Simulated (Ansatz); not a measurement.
The system is TaTl.

```xyz
2
Lattice="3.6221 0.0000 0.0000 0.0000 3.6221 0.0000 0.0000 0.0000 3.6221" Properties=species:S:1:pos:R:3 pbc="T T T"
Ta    0.0000    0.0000    0.0000
Tl    1.8111    1.8111    1.8111
```

The cell was built by a generator and needn't be a form met in nature.

Base run:

| Item | Value |
| --- | --- |
| Program | Ansatz 0.2.0 |
| Functional | PBE |
| Potentials or basis | Ansatz PAW |
| Cutoff | 420 eV (not typed: the program's choice for these potentials) |
| k mesh | 7 × 7 × 7 |
| Occupations | fermi-dirac, width 0.05 eV |
| Spin | no spin polarisation |

Its results: band gap on the k mesh none (metal or under the smearing width); pressure -13.5 GPa.

**Question.** The run is repeated on the same cell with these changes: functional from PBE to r2SCAN; cutoff from 420 eV (not typed: the program's choice for these potentials) to 500 eV (not typed: the program's choice for these potentials). What comes out?

**Answer.** Band gap on the k mesh none (metal or under the smearing width); pressure -16.4 GPa.

Caveats: spin-orbit coupling is left out, which moves the levels of the heavy elements; the PAW data sets come from PBE, with cores solved anew for the run's functional, which leaves a small shift of forces and pressure (some runs).
